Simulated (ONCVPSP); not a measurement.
# Ca: generating and testing an ONCV potential

Aim: build the potential from the settings below, then test how well it stands in for the atom: other configurations, scattering, ghost states and the plane-wave cutoff that it needs.

Program: ONCVPSP 4.0.1. Reference atom: PBE, scalar-relativistic, spherical and spin-unpolarised. All values are calculated.

## (1) The design

Typed settings, in words:

```
element                 : calcium (Ca, Z = 20)
type                    : optimised norm-conserving Vanderbilt (ONCV)
frozen core             : [Ar]
valence charge          : 2
reference configuration : 4s2
partial waves           : 4s: rc 2.60 bohr, ncon 3, nbas 7, qcut 2.9 1/bohr, 1 projector; p scattering state at 0.08 Ha: rc 2.60 bohr, ncon 4, nbas 8, qcut 2.9 1/bohr, 2 projectors, debl 3.6 Ha; d scattering state at 0.16 Ha: rc 2.10 bohr, ncon 5, nbas 9, qcut 4.4 1/bohr, 2 projectors, debl 3.7 Ha
local potential         : polynomial inside 1.50 bohr (lpopt 5, dvloc0 1 Ha)
core correction         : not asked for
```

The outer shells as boxes (Hund's rule for the drawing; the calculation is spin-unpolarised):

```
[Ar] core
4s [↑↓]
```

An earlier all-electron run gives the scale for the radii.

All-electron outer shells of the reference configuration (PBE, scalar-relativistic, ld1.x):

| shell | level (eV) | outermost node (bohr) | outermost maximum (bohr) |
| --- | --- | --- | --- |
| 4s | -3.77 | 1.43 | 3.42 |
| 3d | -1.95 | – | 1.27 |
| 4p | -1.40 | 1.63 | 4.39 |

## (2) Generation

Ca.dat reads:

```
# ATOM AND REFERENCE CONFIGURATION
# atsym  z   nc   nv     iexc    psfile
  Ca 20.00    5    1        4      upf
#
#   n    l    f
    1    0    2.00
    2    0    2.00
    2    1    6.00
    3    0    2.00
    3    1    6.00
    4    0    2.00
#
# PSEUDOPOTENTIAL AND OPTIMIZATION
# lmax
    2
#
#   l,   rc,      ep,       ncon, nbas, qcut
    0    2.60    0.00    3    7    2.90
    1    2.60    0.08    4    8    2.90
    2    2.10    0.16    5    9    4.40
#
# LOCAL POTENTIAL
# lloc, lpopt,  rc(5),   dvloc0
    4    5    1.50    1.00
#
# VANDERBILT-KLEINMAN-BYLANDER PROJECTORs
# l, nproj, debl
    0    1    0.60
    1    2    3.60
    2    2    3.70
#
# MODEL CORE CHARGE
# icmod, fcfact, rcfact
    0    0.00    0.00
#
# LOG DERIVATIVE ANALYSIS
# epsh1, epsh2, depsh
   -2.00    5.00    0.02
#
# OUTPUT GRID
# rlmax, drl
    6.00    0.01
#
# TEST CONFIGURATIONS
# ncnf
    4
# nvcnf
#   n    l    f
    1
    4    0    1.00
#
    1
    4    0    1.50
#
    2
    4    0    1.00
    4    1    1.00
#
    2
    4    0    1.50
    3    2    0.50
#
```

On the command line:

```sh
$ oncvpsp.x < Ca.dat > Ca.out
```

**Question.** What will these runs give? Wanted: cutoffs for 1 and 0.1 mHa per electron, occupied waves; bound ghosts; GHOST(+) flags; largest test error; largest phase difference near zero energy, channels read; projector energies reset by the program.

The runs gave:

| quantity | value |
| --- | --- |
| cutoffs for 1 and 0.1 mHa per electron, occupied waves | 1.9 Ha and 2.7 Ha |
| bound ghosts | s at -38.65 eV |
| GHOST(+) flags | p at 100 eV |
| largest test error (AE − PS) | +20 meV, for 4s1 4p1 (1 test unsolved) |
| largest phase difference near zero energy, channels read | 0.070 rad |
| projector energies reset by the program | d: -0.072, 3.628 Ha |

In words: It has a bound ghost (s), a state that the atom doesn't have, and that rules the file out. By total energies transferability is good where solved: the largest error is 20 meV on 2.4 eV, for 4s1 4p1. Atomic tests can pass in spite of a ghost, since they solve only for the levels asked. Of the tests 1 gave no usable energy difference, which is a warning in itself. By its cutoff, 1.9 Ha for the looser tolerance, it is soft on the atom at that tolerance. That counts occupied waves only; other projectors can need more. Of the channels read, p scatters worst near zero energy, by up to 0.07 rad. The program also flags highly localised states, GHOST(+) (p).
